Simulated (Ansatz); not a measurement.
# NaTa4F: the cost of one run

Method: DFT PBE, scalar-relativistic, plane waves, PAW, in Ansatz 0.2.0.

### Step 1. The structure to begin with

It takes space group F-43m (No. 216, cubic). Conventional cell: a = 7.201 Å, b = 7.201 Å, c = 7.201 Å, α = 90.00°, β = 90.00°, γ = 90.00°. Around Na (site symmetry -43m) lie 12 Ta at 2.99 Å and 4 F at 3.12 Å. Ta (site symmetry 3m) is surrounded by 6 Ta at 2.52 to 2.58 Å and 3 F at 2.98 Å. F (site symmetry -43m) is surrounded by 12 Ta at 2.98 Å and 4 Na at 3.12 Å.

Structure file:

```
Na Ta F
1.0
     0.00000    3.60048    3.60048
     3.60048    0.00000    3.60048
     3.60048    3.60048    0.00000
Na Ta F
1 4 1
Direct
  0.75000 0.75000 0.75000
  0.37352 0.37352 0.87944
  0.87944 0.37352 0.37352
  0.37352 0.37352 0.37352
  0.37352 0.87944 0.37352
  0.00000 0.00000 0.00000
```

A structure generator made this guess: species swapped into a database cell of NdInNi4 (F-43m, No. 216), with Na on the Nd sites, F on the In sites and Ta on the Ni sites. Lengths come from tabulated atomic sizes and are only a guess.

### Step 2. A first look at the guess

input.yaml reads:

```yaml
crystal:
  lattice:
    - [0.0, 3.60047689, 3.60047689]
    - [3.60047689, 0.0, 3.60047689]
    - [3.60047689, 3.60047689, 0.0]
  atoms:
    - { symbol: Na, position: [0.75, 0.75, 0.75] }
    - { symbol: Ta, position: [0.37352065, 0.37352065, 0.87943804] }
    - { symbol: Ta, position: [0.87943804, 0.37352065, 0.37352065] }
    - { symbol: Ta, position: [0.37352065, 0.37352065, 0.37352065] }
    - { symbol: Ta, position: [0.37352065, 0.87943804, 0.37352065] }
    - { symbol: F, position: [0.0, 0.0, 0.0] }
basis:
  ecutwfc: 420
kpoints:
  mp_grid: { grid: [4, 4, 4] }
hamiltonian:
  xc: pbe
scf:
  occupations: { method: gaussian, width: 0.1 }
  lower_state_search: "off"
output:
  forces: true
  stress: true
  eigenvalues: true
```

Launch:

```bash
$ ansatz run input.yaml --threads 1 --pin off --max-ram 2560MiB --backend cpu --events-out ev --progress --plain --runs-dir out
```

**Question.** How long does this run take on 1 thread of Arm Neoverse V2, shared host, and how much memory does it need?

About 2.5 s, with a peak of 0.31 GiB.
